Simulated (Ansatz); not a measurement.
# Al3Te3H: what a guessed cell relaxes into

Aim: relax a trial structure of Al3Te3H and see where it ends.

Method: DFT PBE, scalar-relativistic, plane waves, PAW, in Ansatz 0.2.0.

**1. Starting point**

The structure is cubic, space group Pm-3m (No. 221). The conventional cell has a = 4.766 Å, b = 4.766 Å, c = 4.766 Å, α = 90.00°, β = 90.00°, γ = 90.00°. Around Al (site symmetry 4/mmm) lie 4 Te at 2.38 Å and 2 H at 2.38 Å. Te (site symmetry 4/mmm) is surrounded by 4 Al at 2.38 Å. H (site symmetry m-3m) has 6 Al at 2.38 Å as nearest neighbours.

Coordinates:

```
Al Te H
1.0
     4.76645    0.00000    0.00000
     0.00000    4.76645    0.00000
     0.00000    0.00000    4.76645
Al Te H
3 3 1
Cartesian
  0.0000 2.3832 2.3832
  2.3832 0.0000 2.3832
  2.3832 2.3832 0.0000
  2.3832 0.0000 0.0000
  0.0000 2.3832 0.0000
  0.0000 0.0000 2.3832
  2.3832 2.3832 2.3832
```

The cell is invented: random cell by space group and Wyckoff sites (Pm-3m, No. 221). The dimensions are guesses.

**2. A first look at the guess**

The input, input.yaml:

```yaml
crystal:
  lattice:
    - [4.76645039, 0.0, 0.0]
    - [0.0, 4.76645039, 0.0]
    - [0.0, 0.0, 4.76645039]
  atoms:
    - { symbol: Al, position: [0.0, 0.5, 0.5] }
    - { symbol: Al, position: [0.5, 0.0, 0.5] }
    - { symbol: Al, position: [0.5, 0.5, 0.0] }
    - { symbol: Te, position: [0.5, 0.0, 0.0] }
    - { symbol: Te, position: [0.0, 0.5, 0.0] }
    - { symbol: Te, position: [0.0, 0.0, 0.5] }
    - { symbol: H, position: [0.5, 0.5, 0.5] }
basis:
  ecutwfc: 420
kpoints:
  mp_grid: { grid: [4, 4, 4] }
hamiltonian:
  xc: pbe
scf:
  occupations: { method: gaussian, width: 0.1 }
  lower_state_search: "off"
output:
  forces: true
  stress: true
  eigenvalues: true
```

Command:

```
ansatz run input.yaml --threads 1 --pin off --max-ram 2048MiB --backend cpu --events-out ev --progress --plain --runs-dir out
```

Log, cut to the lines that bear on the results:

```text
Warning: RAYON_NUM_THREADS=1 ignored (pool sized by the plan → 1); use --threads N
[...]
Pseudopotentials: kind: paw
Pseudopotential: Al, paw, valence charge 3, recommended cutoff 420 eV (normal), Al.paw.azcp
Pseudopotential: Te, paw, valence charge 16, recommended cutoff 420 eV (normal), Te.paw.azcp
Pseudopotential: H, paw, valence charge 1, recommended cutoff 420 eV (normal), H.paw.azcp
Functional definition: PBE
[...]
Crystal: 7 atoms, lattice volume = 108.289 Å³
Basis set: ecut = 420 eV, 2103 PW (Γ), exchange–correlation on 64×64×64 points (8 copies of the dense FFT grid, shifted against one another)
Bands: 36, of which v1, the nominal top of the filled ones, is band 29 counted from 1 (28 counted from 0)
Symmetry: 48 space group operations
Space group: Pm-3m (ITA 221), of the structure as read, at distance tolerance 4.8e-5 Å
k-points: 10 of 64
[...]
SCF iter   1: F=—  HF=-22558.995422 eV  |F-HF|=—  |Δ(HF+E_count)|=         —  Δρ=5.37e-3  dr2=6.41e-2  ethr=1.77e-3  ⟨swp⟩=9.0  Hψ=1784  notcnv=0
[...]
SCF iter   7: F=-22558.982899 eV  HF=-22558.982899 eV  |F-HF|=2.57e-8  |Δ(HF+E_count)|=   2.07e-7  Δρ=5.97e-6  dr2=5.17e-8  ethr=1.72e-10  ⟨swp⟩=6.5  Hψ=1499  notcnv=0
[...]
SCF converged after 7 iterations
Free energy (F): -22558.982899 eV
[...]
E sigma→0 (E₀):  -22558.975894 eV
Entropy (-TS):   -0.014010 eV (-2.001 meV/atom)
Fermi energy:    14.353035 eV
[...]
--- Forces (eV/Å), atoms counted from 1 ---
  atom   1  Al     0.00000000    -0.00000000    -0.00000000
  atom   2  Al    -0.00000000    -0.00000000     0.00000000
  atom   3  Al     0.00000000    -0.00000000    -0.00000000
  atom   4  Te    -0.00000000    -0.00000000     0.00000000
  atom   5  Te     0.00000000     0.00000000     0.00000000
  atom   6  Te     0.00000000    -0.00000000     0.00000000
  atom   7  H      0.00000000    -0.00000000     0.00000000
[...]
--- Stress (GPa, compression-positive) ---
       54.177550       0.000000       0.000000
        0.000000      54.177550       0.000000
        0.000000       0.000000      54.177550
  P = ⅓ Tr σ = 54.1776 GPa (541.776 kbar)
--- Band table (eV; the first three rows and the last of 10) ---
[...]
```

Run time: 1.6 s. Hardware: 1 thread of Intel Xeon 6975P-C (Granite Rapids), shared host; peak memory 0.4 GiB.

Read-out: pressure 54.2 GPa, largest force 0.00 eV/Å, gap on this mesh none (metal). A cheap, loose relaxation comes first.

**3. A loose first relaxation**

Changes to input.yaml since step 2:

```diff
@@ -26 +26,6 @@
   eigenvalues: true
+relax:
+  adjacent_minimum: "off"
+  f_tol: 0.04
+  max_steps: 70
+  cell: { stress_tol: 0.4 }
```

Command:

```
ansatz run input.yaml --threads 1 --pin off --max-ram 2048MiB --backend cpu --events-out ev --progress --plain --runs-dir out
```

Log:

```text
Warning: RAYON_NUM_THREADS=1 ignored (pool sized by the plan → 1); use --threads N
Engine: ansatz 0.2.0, x86_64-unknown-linux-gnu
Pseudopotentials: kind: paw
Pseudopotential: Al, paw, valence charge 3, recommended cutoff 420 eV (normal), Al.paw.azcp
Pseudopotential: Te, paw, valence charge 16, recommended cutoff 420 eV (normal), Te.paw.azcp
Pseudopotential: H, paw, valence charge 1, recommended cutoff 420 eV (normal), H.paw.azcp
Functional definition: PBE
  parameter kappa = 0.804
  parameter beta = 0.06672455060314922
  exchange = pbe_x(kappa = kappa, mu = beta*pi^2/3)
  correlation = pbe_c(beta = beta)
Crystal: 7 atoms, lattice volume = 108.289 Å³
Basis set: ecut = 420 eV, 2103 PW (Γ), exchange–correlation on 64×64×64 points (8 copies of the dense FFT grid, shifted against one another)
Bands: 36, of which v1, the nominal top of the filled ones, is band 29 counted from 1 (28 counted from 0)
Symmetry: 48 space group operations
Space group: Pm-3m (ITA 221), of the structure as read, at distance tolerance 4.8e-5 Å
k-points: 10 of 64
Non-local potential: Al, projectors of the file, l = 0: 2, l = 1: 2, l = 2: 1
Non-local potential: Te, projectors of the file, l = 0: 2, l = 1: 2, l = 2: 2, l = 3: 2
Non-local potential: H, projectors of the file, l = 0: 2, l = 1: 1
PAW form: soft (Blöchl's): semilocal exchange-correlation on the pseudo side does not see the compensation charge
PAW one-centre angular grid: Al, 110 points (default); XC on 64 Gauss nodes
PAW one-centre angular grid: Te, 590 points (default); XC on 64 Gauss nodes
PAW one-centre angular grid: H, 110 points (default); XC on 64 Gauss nodes
Initial density: superposition of atomic densities (neutral atoms: chi_scale 0, normalization atom), corrected by the library's trained network
Initial wavefunctions: pseudopotential atomic-orbital guess
Functional: x = pbe(κ = 0.804, μ = 0.2195149727645171), c = pbe(β = 0.06672455060314922)
SCF iter   1: F=—  HF=-22558.995422 eV  |F-HF|=—  |Δ(HF+E_count)|=         —  Δρ=5.37e-3  dr2=6.41e-2  ethr=1.77e-3  ⟨swp⟩=9.0  Hψ=1784  notcnv=0
preconditioner: auto → Resta (q_TF=auto, 2.459 Å⁻¹)  ε∞=5.0  [insulator: Δε(μ)=0.157 eV  Ē_g=9.487 eV  σ=0.100 eV  W_gap=0.64  n_scr=26 (ndim 8)  ℏωp=18.9 eV  f_vac=0.000  D(μ)=2.46/eV (n_scr^D=18)  ε∞_Penn≈5.0]
SCF iter   2: F=—  HF=-22558.985060 eV  |F-HF|=—  |Δ(HF+E_count)|=   1.04e-2  Δρ=2.79e-3  dr2=1.38e-2  ethr=1.11e-4  ⟨swp⟩=1.7  Hψ=452  notcnv=0  defer=1
preconditioner: auto → Kerker (q_TF=auto, 2.459 Å⁻¹)  [metal: Δε(μ)=0.072 eV  Ē_g=9.506 eV  σ=0.100 eV  W_gap=0.39  n_scr=26 (ndim 8)  ℏωp=18.9 eV  f_vac=0.000  D(μ)=2.66/eV (n_scr^D=18)]
SCF iter   3: F=—  HF=-22558.983590 eV  |F-HF|=—  |Δ(HF+E_count)|=   1.47e-3  Δρ=5.64e-4  dr2=3.08e-4  ethr=2.38e-5  ⟨swp⟩=2.0  Hψ=462  notcnv=0  defer=1
SCF iter   4: F=—  HF=-22558.983632 eV  |F-HF|=—  |Δ(HF+E_count)|=   4.18e-5  Δρ=1.67e-4  dr2=3.44e-5  ethr=5.31e-7  ⟨swp⟩=2.0  Hψ=452  notcnv=0  defer=1
SCF iter   5: F=—  HF=-22558.982899 eV  |F-HF|=—  |Δ(HF+E_count)|=   7.33e-4  Δρ=4.92e-5  dr2=4.30e-6  ethr=5.93e-8  ⟨swp⟩=2.2  Hψ=491  notcnv=0  defer=1
SCF iter   6: F=—  HF=-22558.982899 eV  |F-HF|=—  |Δ(HF+E_count)|=   8.90e-7  Δρ=1.68e-5  dr2=1.05e-6  ethr=7.41e-9  ⟨swp⟩=2.0  Hψ=481  notcnv=0  defer=1
SCF iter   7: F=-22558.982899 eV  HF=-22558.982899 eV  |F-HF|=2.56e-8  |Δ(HF+E_count)|=   2.07e-7  Δρ=5.97e-6  dr2=5.17e-8  ethr=1.72e-10  ⟨swp⟩=8.4  Hψ=1609  notcnv=0
SCF 1 converged in 7 iterations: F = -22558.982899 eV  dr2 = 5.17e-8
relax step   1: F+E_penalty+E_count = -22558.98289925 eV  Δ(F+E_penalty+E_count) = +0.000e0 eV  max|allowed force component| = 7.565e-30 eV/Å  Δτ_max = 0.0000 Å  P = +54.178 GPa  Ω = 108.289 Å³  (7 SCF iters, dr2 threshold 1.00e-7 eV, accepted)
Crystal: 7 atoms, lattice volume = 124.911 Å³
Basis set: ecut = 420 eV, 2469 PW (Γ), exchange–correlation on 64×64×64 points (8 copies of the dense FFT grid, shifted against one another)
Initial density: handed on by an earlier stage of this run
Initial wavefunctions: those handed on with the density
iter 1 solved again at ethr=3.45e-4 eV; its pass at ethr=3.10e-3 eV (dr2=2.00e-1 eV) is discarded
SCF iter   1: F=—  HF=-22563.166293 eV  |F-HF|=—  |Δ(HF+E_count)|=         —  Δρ=8.01e-3  dr2=2.02e-1  ethr=3.45e-4  ⟨swp⟩=1.0  Hψ=2138  notcnv=0
preconditioner: auto → Resta (q_TF=auto, 2.401 Å⁻¹)  ε∞=5.0  [insulator: Δε(μ)=0.226 eV  Ē_g=8.825 eV  σ=0.100 eV  W_gap=0.89  n_scr=26 (ndim 8)  ℏωp=17.6 eV  f_vac=0.000  D(μ)=1.62/eV (n_scr^D=6)  ε∞_Penn≈5.0]
SCF iter   2: F=—  HF=-22563.110278 eV  |F-HF|=—  |Δ(HF+E_count)|=   5.60e-2  Δρ=4.21e-3  dr2=5.24e-2  ethr=3.45e-4  ⟨swp⟩=2.0  Hψ=429  notcnv=0
SCF iter   3: F=—  HF=-22563.093123 eV  |F-HF|=—  |Δ(HF+E_count)|=   1.72e-2  Δρ=1.02e-3  dr2=1.45e-3  ethr=9.04e-5  ⟨swp⟩=2.0  Hψ=506  notcnv=0  defer=3
SCF iter   4: F=—  HF=-22563.093023 eV  |F-HF|=—  |Δ(HF+E_count)|=   1.00e-4  Δρ=2.22e-4  dr2=1.08e-4  ethr=2.51e-6  ⟨swp⟩=2.1  Hψ=515  notcnv=0  defer=3
SCF iter   5: F=—  HF=-22563.092943 eV  |F-HF|=—  |Δ(HF+E_count)|=   7.98e-5  Δρ=6.75e-5  dr2=9.43e-6  ethr=1.86e-7  ⟨swp⟩=3.0  Hψ=711  notcnv=0  defer=3
SCF iter   6: F=—  HF=-22563.092947 eV  |F-HF|=—  |Δ(HF+E_count)|=   4.05e-6  Δρ=2.23e-5  dr2=1.14e-6  ethr=1.63e-8  ⟨swp⟩=2.0  Hψ=478  notcnv=0  defer=3
SCF iter   7: F=-22563.092947 eV  HF=-22563.092947 eV  |F-HF|=3.79e-9  |Δ(HF+E_count)|=   1.84e-8  Δρ=5.42e-6  dr2=4.29e-8  ethr=1.21e-9  ⟨swp⟩=9.1  Hψ=1600  notcnv=0
SCF 2 converged in 7 iterations: F = -22563.092947 eV  dr2 = 4.29e-8
relax step   2: F+E_penalty+E_count = -22563.09294692 eV  Δ(F+E_penalty+E_count) = -4.110e0 eV  max|allowed force component| = 7.283e-30 eV/Å  Δτ_max = 0.0000 Å  P = +28.782 GPa  Ω = 124.911 Å³  energy of the carried Pulay correction = -6.978e-3 eV  (7 SCF iters, dr2 threshold 7.00e-7 eV, accepted)
Crystal: 7 atoms, lattice volume = 142.742 Å³
Basis set: ecut = 420 eV, 2801 PW (Γ), exchange–correlation on 64×64×64 points (8 copies of the dense FFT grid, shifted against one another)
iter 1 solved again at ethr=1.21e-4 eV; its pass at ethr=3.10e-3 eV (dr2=7.04e-2 eV) is discarded
SCF iter   1: F=—  HF=-22565.303778 eV  |F-HF|=—  |Δ(HF+E_count)|=         —  Δρ=5.27e-3  dr2=7.10e-2  ethr=1.21e-4  ⟨swp⟩=1.2  Hψ=2156  notcnv=0
preconditioner: auto → Resta (q_TF=auto, 2.348 Å⁻¹)  ε∞=5.0  [insulator: Δε(μ)=0.251 eV  Ē_g=8.180 eV  σ=0.100 eV  W_gap=0.92  n_scr=26 (ndim 8)  ℏωp=16.4 eV  f_vac=0.000  D(μ)=1.13/eV (n_scr^D=0)  ε∞_Penn≈5.0]
SCF iter   2: F=—  HF=-22565.283208 eV  |F-HF|=—  |Δ(HF+E_count)|=   2.06e-2  Δρ=2.89e-3  dr2=2.01e-2  ethr=1.21e-4  ⟨swp⟩=1.2  Hψ=362  notcnv=0
SCF iter   3: F=—  HF=-22565.277542 eV  |F-HF|=—  |Δ(HF+E_count)|=   5.67e-3  Δρ=5.98e-4  dr2=7.21e-4  ethr=3.47e-5  ⟨swp⟩=2.0  Hψ=494  notcnv=0
SCF iter   4: F=—  HF=-22565.277664 eV  |F-HF|=—  |Δ(HF+E_count)|=   1.22e-4  Δρ=1.46e-4  dr2=5.48e-5  ethr=1.24e-6  ⟨swp⟩=2.5  Hψ=619  notcnv=0
SCF iter   5: F=—  HF=-22565.278290 eV  |F-HF|=—  |Δ(HF+E_count)|=   6.26e-4  Δρ=4.97e-5  dr2=6.61e-6  ethr=9.45e-8  ⟨swp⟩=2.5  Hψ=616  notcnv=0
SCF iter   6: F=—  HF=-22565.278295 eV  |F-HF|=—  |Δ(HF+E_count)|=   4.54e-6  Δρ=1.89e-5  dr2=8.22e-7  ethr=1.14e-8  ⟨swp⟩=2.1  Hψ=543  notcnv=0
SCF iter   7: F=-22565.278295 eV  HF=-22565.278295 eV  |F-HF|=1.63e-8  |Δ(HF+E_count)|=   1.36e-7  Δρ=4.13e-6  dr2=3.22e-8  ethr=1.21e-9  ⟨swp⟩=7.1  Hψ=1504  notcnv=0
SCF 3 converged in 7 iterations: F = -22565.278295 eV  dr2 = 3.22e-8
relax step   3: F+E_penalty+E_count = -22565.27829468 eV  Δ(F+E_penalty+E_count) = -2.185e0 eV  max|allowed force component| = 3.578e-30 eV/Å  Δτ_max = 0.0000 Å  P = +12.012 GPa  Ω = 142.742 Å³  energy of the carried Pulay correction = -1.345e-2 eV  (7 SCF iters, dr2 threshold 7.00e-7 eV, accepted)
[... 13 lines left out ...]
relax step   4: F+E_penalty+E_count = -22566.06261537 eV  Δ(F+E_penalty+E_count) = -7.843e-1 eV  max|allowed force component| = 5.489e-30 eV/Å  Δτ_max = 0.0000 Å  P = +4.381 GPa  Ω = 158.946 Å³  energy of the carried Pulay correction = -1.859e-2 eV  (7 SCF iters, dr2 threshold 7.00e-7 eV, accepted)
[... 12 lines left out ...]
relax step   5: F+E_penalty+E_count = -22566.12380078 eV  Δ(F+E_penalty+E_count) = -6.119e-2 eV  max|allowed force component| = 5.344e-30 eV/Å  Δτ_max = 0.0000 Å  P = -2.701 GPa  Ω = 178.370 Å³  energy of the carried Pulay correction = -2.401e-2 eV  (7 SCF iters, dr2 threshold 7.00e-7 eV, accepted)
[... 11 lines left out ...]
relax step   6: F+E_penalty+E_count = -22566.20065827 eV  Δ(F+E_penalty+E_count) = -7.686e-2 eV  max|allowed force component| = 2.810e-30 eV/Å  Δτ_max = 0.0000 Å  P = -0.260 GPa  Ω = 170.427 Å³  energy of the carried Pulay correction = -2.188e-2 eV  (6 SCF iters, dr2 threshold 7.00e-7 eV, accepted)
[... 11 lines left out ...]
relax step   7: F+E_penalty+E_count = -22566.36325942 eV  Δ(F+E_penalty+E_count) = -1.626e-1 eV  max|allowed force component| = 1.189e-29 eV/Å  Δτ_max = 0.0000 Å  P = +1.160 GPa  Ω = 170.427 Å³  stress off target by 1.16e0 GPa  SCF on the basis re-selected at this cell (its energy is not comparable with the rows above)  (6 SCF iters)
[... 12 lines left out ...]
relax step   8: F+E_penalty+E_count = -22566.37791555 eV  Δ(F+E_penalty+E_count) = -1.466e-2 eV  max|allowed force component| = 1.434e-29 eV/Å  Δτ_max = 0.0000 Å  P = +0.336 GPa  Ω = 173.811 Å³  energy of the carried Pulay correction = -8.198e-4 eV  (6 SCF iters, dr2 threshold 7.00e-7 eV, accepted)
iter 1 solved again at ethr=2.64e-7 eV; its pass at ethr=3.10e-3 eV (dr2=1.53e-4 eV) is discarded
SCF iter   1: F=—  HF=-22566.377507 eV  |F-HF|=—  |Δ(HF+E_count)|=         —  Δρ=2.08e-4  dr2=1.72e-6  ethr=2.64e-7  ⟨swp⟩=3.7  Hψ=2565  notcnv=0
preconditioner: auto → Kerker (q_TF=auto, 2.272 Å⁻¹)  [metal: Δε(μ)=0.039 eV  Ē_g=7.329 eV  σ=0.100 eV  W_gap=0.21  n_scr=32 (ndim 8)  ℏωp=14.9 eV  f_vac=0.001  D(μ)=7.63/eV (n_scr^D=80)]
SCF iter   2: F=—  HF=-22566.378471 eV  |F-HF|=—  |Δ(HF+E_count)|=   9.64e-4  Δρ=1.05e-4  dr2=4.36e-7  ethr=2.96e-9  ⟨swp⟩=2.1  Hψ=525  notcnv=0
SCF iter   3: F=—  HF=-22566.378744 eV  |F-HF|=—  |Δ(HF+E_count)|=   2.73e-4  Δρ=3.95e-6  dr2=7.39e-9  ethr=7.52e-10  ⟨swp⟩=2.0  Hψ=453  notcnv=0
SCF iter   4: F=-22566.378745 eV  HF=-22566.378745 eV  |F-HF|=6.05e-9  |Δ(HF+E_count)|=   3.28e-7  Δρ=8.80e-7  dr2=2.79e-9  ethr=7.72e-12  ⟨swp⟩=7.0  Hψ=1450  notcnv=0
SCF 9 converged in 4 iterations: F = -22566.378745 eV  dr2 = 2.79e-9
relax step   9: F+E_penalty+E_count = -22566.37874466 eV  Δ(F+E_penalty+E_count) = -8.291e-4 eV  max|allowed force component| = 2.738e-30 eV/Å  Δτ_max = 0.0000 Å  P = +0.336 GPa  Ω = 173.811 Å³  stress off target by 3.36e-1 GPa  SCF on the basis re-selected at this cell (its energy is not comparable with the rows above)  (4 SCF iters)
basis re-selected at this cell: Δ(F+E_penalty+E_count) = -8.291e-4 eV, ΔP = -0.001 GPa vs the last step (what re-selecting the basis moved, of the pressure what is left beyond the Pulay correction that the steps carried, after the strain that the cell walked since its last selection, with what the two solves' SCF thresholds leave and, on support functions, any second-order correction that the steps lacked; it is no measure of the basis error at this ecutwfc). This SCF's stress stands 3.36e-1 GPa from its target on what of the cell is left free (relax.cell.stress_tol is 4.00e-1 GPa) and its largest allowed force component is 2.74e-30 eV/Å (relax.f_tol is 4.00e-2 eV/Å): within both
SCF converged after 4 iterations
Free energy (F): -22566.378745 eV
Harris-Foulkes:  -22566.378745 eV  (|F-HF|=6.05e-9)
Internal energy: -22566.340584 eV  (E = F + TS)
E sigma→0 (E₀):  -22566.359664 eV
Entropy (-TS):   -0.038160 eV (-5.451 meV/atom)
Fermi energy:    7.092885 eV
--- Per-component energies (eV) ---
  E_band       = -837.044555
  E_kinetic    = 614.182692
  E_local      = -4693.795683  (includes V_loc(G=0)·N_el)
  E_nonlocal   = -896.738005
  E_hartree    = 2847.964445
  E_xc         = -496.192416
  E_vxc        = -404.534598  (∫ρ·V_xc dr)
  E_paw        = -15389.495788  (= ΣΔE_a)
  E_vpaw       = -1152.086429  (= ΣTr[D̂ρ^β])
  E_aug_tail   = -0.001386  (compensation charges beyond the density's cutoff)
  E_ewald      = -4552.264444
  E_smearing   = -0.038160  (= −TS)
  E_closure    = -0.000000  (closes the sum)
  Σ components = -22566.378745   (vs F -22566.378745, Δ=0.00e0)
--- Forces (eV/Å), atoms counted from 1 ---
  atom   1  Al     0.00000000     0.00000000     0.00000000
  atom   2  Al     0.00000000     0.00000000    -0.00000000
  atom   3  Al    -0.00000000    -0.00000000     0.00000000
  atom   4  Te    -0.00000000     0.00000000     0.00000000
  atom   5  Te     0.00000000     0.00000000     0.00000000
  atom   6  Te    -0.00000000    -0.00000000    -0.00000000
  atom   7  H      0.00000000     0.00000000    -0.00000000
  max |Σ_I F_I| component: 2.93e-30 eV/Å
--- Stress (GPa, compression-positive) ---
        0.335790       0.000000      -0.000000
        0.000000       0.335790      -0.000000
       -0.000000      -0.000000       0.335790
  P = ⅓ Tr σ = 0.3358 GPa (3.358 kbar)
--- Band table (eV; the first three rows and the last of 10) ---
  k-point 0: bands = ["-29.8894", "-29.8894", "-29.8849", "-29.8760", "-29.8760", "-29.8760", "-29.7630", "-29.7630", "-29.7630", "-29.7558", "-29.7558", "-29.7558", "-29.7296", "-29.7264", "-29.7264", "-5.5485", "-3.8638", "-3.8638", "2.0019", "2.0019", "2.0019", "2.5793", "3.6234", "3.6234", "3.6234", "4.4325", "4.4325", "6.4707", "6.4707", "6.4707", "7.5760", "9.5168", "9.5168", "9.5168", "10.0646", "10.0646"]
  k-point 1: bands = ["-29.8893", "-29.8888", "-29.8854", "-29.8760", "-29.8760", "-29.8760", "-29.7631", "-29.7620", "-29.7620", "-29.7569", "-29.7569", "-29.7558", "-29.7292", "-29.7268", "-29.7264", "-5.3593", "-4.1498", "-3.8071", "1.4123", "2.2161", "2.2161", "2.3353", "3.4042", "3.4042", "3.6728", "4.4097", "6.1775", "6.1775", "6.3882", "6.4795", "7.0714", "8.7591", "8.7591", "10.3323", "10.6370", "11.4672"]
  k-point 2: bands = ["-29.8892", "-29.8879", "-29.8862", "-29.8760", "-29.8760", "-29.8760", "-29.7631", "-29.7594", "-29.7594", "-29.7594", "-29.7594", "-29.7558", "-29.7285", "-29.7275", "-29.7264", "-4.9871", "-4.6166", "-3.7469", "1.1939", "1.7415", "2.6928", "2.6928", "2.8939", "2.8939", "4.1565", "4.9875", "5.3776", "6.0222", "6.0222", "8.2221", "8.2751", "8.2751", "8.8422", "9.4551", "10.3565", "11.0462"]
  k-point 9: bands = ["-29.8877", "-29.8877", "-29.8877", "-29.8773", "-29.8754", "-29.8754", "-29.7600", "-29.7600", "-29.7600", "-29.7588", "-29.7588", "-29.7588", "-29.7273", "-29.7273", "-29.7273", "-4.2916", "-4.2916", "-4.2916", "0.1803", "0.1803", "0.1803", "2.7169", "2.7644", "5.6745", "5.6745", "5.6745", "7.1100", "7.1100", "9.1622", "9.1622", "9.1622", "9.5843", "9.8629", "9.8629", "9.8629", "10.0470"]
--- Relaxed structure (7 steps of the walk, 7 accepted, 2 SCFs on fresh bases) ---
  F+E_penalty+E_count = -22566.37874466 eV   max|allowed force component| = 2.738e-30 eV/Å   (the final SCF, on the basis selected at the relaxed cell)
  cell:  # Å, volume = 173.8105 Å³
    - [5.580742778463526, 2.5277830520082475e-34, -7.061743129419864e-33]
    - [-7.964522790851383e-33, 5.580742778463526, 0.0]
    - [-1.4123486258839729e-33, 0.0, 5.580742778463526]
  atoms:
    - { symbol: Al, position: [-6.165459919523225e-39, 0.5, 0.5] }
    - { symbol: Al, position: [0.5, 1.3395195143885932e-40, 0.5] }
    - { symbol: Al, position: [0.5, 0.5, 1.1743733259748627e-40] }
    - { symbol: Te, position: [0.5, 1.3156651428410605e-39, 1.3505293113148295e-39] }
    - { symbol: Te, position: [2.8772146355097933e-39, 0.5, 5.28467992983962e-40] }
    - { symbol: Te, position: [2.877214646692641e-39, 5.963614405139622e-40, 0.5] }
    - { symbol: H, position: [0.5, 0.5, 0.5] }
```

Run time: 21 s. Hardware: 1 thread of Intel Xeon 6975P-C (Granite Rapids), shared host; peak memory 0.46 GiB.

Relaxation path:

| step | E - E(step 1) (eV/cell) | largest force component (eV/Å) | pressure (GPa) | volume (Å³) |
| --- | --- | --- | --- | --- |
| 1 | 0.0000 | 0.0000 | 54.18 | 108.29 |
| 2 | -4.1100 | 0.0000 | 28.78 | 124.91 |
| 3 | -6.2954 | 0.0000 | 12.01 | 142.74 |
| 4 | -7.0797 | 0.0000 | 4.38 | 158.95 |
| 5 | -7.1409 | 0.0000 | -2.70 | 178.37 |
| 6 | -7.2178 | 0.0000 | -0.26 | 170.43 |
| 7 | -7.3804 | 0.0000 | 1.16 | 170.43 |
| 8 | -7.3950 | 0.0000 | 0.34 | 173.81 |
| 9 | -7.3958 | 0.0000 | 0.34 | 173.81 |

Step 1 is the start. Steps 7, 9 each repeat the geometry before them on a plane-wave basis chosen anew, so the energy can jump there without any move.

|  | before | after | change |
| --- | --- | --- | --- |
| a (Å) | 4.766 | 5.581 | +17.1 % |
| b (Å) | 4.766 | 5.581 | +17.1 % |
| c (Å) | 4.766 | 5.581 | +17.1 % |
| volume (Å³/atom) | 15.47 | 24.83 | +60.5 % |
| shortest distance (Å) | 2.383 | 2.790 | +17.1 % |
| space group (0.01 Å) | Pm-3m | Pm-3m | same |

The run keeps the 48 symmetry operations of the start, so it could not have lowered the symmetry.

(Part 1 of 2 ends here.)
